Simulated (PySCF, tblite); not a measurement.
# C3H9FOSi2: geometry, infrared bands and NMR shifts

Wanted: the infrared bands and NMR shifts of C3H9FOSi2 (`O[SiH2]C/C=C(/F)[SiH3]`), by calculation.

The runs use tblite 0.8.0 and PySCF 2.14.0, with density-fitted response routines of our own; the level of theory stands in each step. All values are computed, except where a source is named. Atoms count from 0, in the outputs and in this text.

### Step 1. The starting structure

16 atoms, charge 0, multiplicity 1; geometry from: force field or distance geometry start.

Bonds of the start (Å): O0–Si1 1.66, Si1–C2 1.90, C2–C3 1.52, C3–C4 1.34, C4–F5 1.36, C4–Si6 1.84, O0–H7 0.97, Si1–H8 1.47, Si1–H9 1.49, C2–H10 1.10, C2–H11 1.09, C3–H12 1.08, Si6–H13 1.49, Si6–H14 1.49, Si6–H15 1.48.

### Step 2. Geometry optimisation with GFN2-xTB

The job: settings as JSON, then the geometry in Å.

```
{"job": {"kind": "relax", "xc": "GFN2-xTB", "basis": "xTB"}, "charge": 0, "multiplicity": 1}
O     -2.261700    -1.171800    -0.554700
Si    -2.263700     0.078500     0.539200
C     -0.504400     0.610600     1.008200
C      0.322400     1.089800    -0.169300
C      1.422900     0.516800    -0.679900
F      1.975400     1.173600    -1.739800
Si     2.282600    -1.029600    -0.192300
H     -1.935300    -0.946200    -1.436000
H     -2.975300     1.211200    -0.061800
H     -2.990700    -0.359100     1.768900
H     -0.587900     1.438600     1.720500
H     -0.036900    -0.213200     1.542300
H     -0.006900     2.020200    -0.607900
H      3.626800    -1.128600    -0.824600
H      2.449700    -1.070600     1.289700
H      1.475300    -2.211600    -0.587400
```

Command:

```bash
$ OMP_NUM_THREADS=1 python probes_run.py task.json out
```

One launch serves the whole session: the jobs run in the order shown.

**Question.** This job is followed by: GFN2-xTB harmonic vibrations, gas phase; GIAO PBE0/pcSseg-1 NMR shielding, non-relativistic, gas phase. What will the session give for the following? strongest single infrared mode (GFN2-xTB); zero-point energy (GFN2-xTB); 13C shifts against TMS (PBE0/pcSseg-1); 1H shifts against TMS (PBE0/pcSseg-1, means over atoms taken as alike); 17O shifts against H2O (PBE0/pcSseg-1); 29Si shifts against TMS (PBE0/pcSseg-1); 19F shifts against CFCl3 (PBE0/pcSseg-1); surface potential, 1st and 99th percentile.

As calculated:

| quantity | value |
| --- | --- |
| strongest single infrared mode (GFN2-xTB) | 770 cm⁻¹, 438 km/mol |
| zero-point energy (GFN2-xTB) | 65.9 kcal/mol |
| 13C shifts against TMS (PBE0/pcSseg-1) | 167.0, 130.4, 20.1 ppm |
| 1H shifts against TMS (PBE0/pcSseg-1, means over atoms taken as alike) | 6.47, 4.93, 4.33, 1.73, 1.57 ppm |
| 17O shifts against H2O (PBE0/pcSseg-1) | 12.3 ppm |
| 29Si shifts against TMS (PBE0/pcSseg-1) | -27.2, -85.3 ppm |
| 19F shifts against CFCl3 (PBE0/pcSseg-1) | -95.3 ppm |
| surface potential, 1st and 99th percentile | -1.30 V and 1.81 V |

In words: Over 97 steps the energy fell by 0.215 eV; of the close pairs, C4–Si6 changed most, 1.835 to 1.891 Å. All 42 modes are real, so the xTB geometry is a minimum. GFN2-xTB is a fitted tight-binding method: band positions and strengths are rough. Its intensities can rank the bands wrongly. The most deshielded hydrogen is H12 (hydrogen on an alkene CH), at 6.47 ppm: attached to an sp2 carbon and in the plane of the double bond. At PBE0/pcSseg-1: The widest tensor belongs to C3: span 209 ppm, with a paramagnetic part of -203 ppm. At PBE0/pcSseg-1, counted by nearest atom on the grid, the HOMO lies on C3, C4 about 27 % each; F5 12 %, the LUMO on C3, C4 about 25 % each; Si6 7 %.
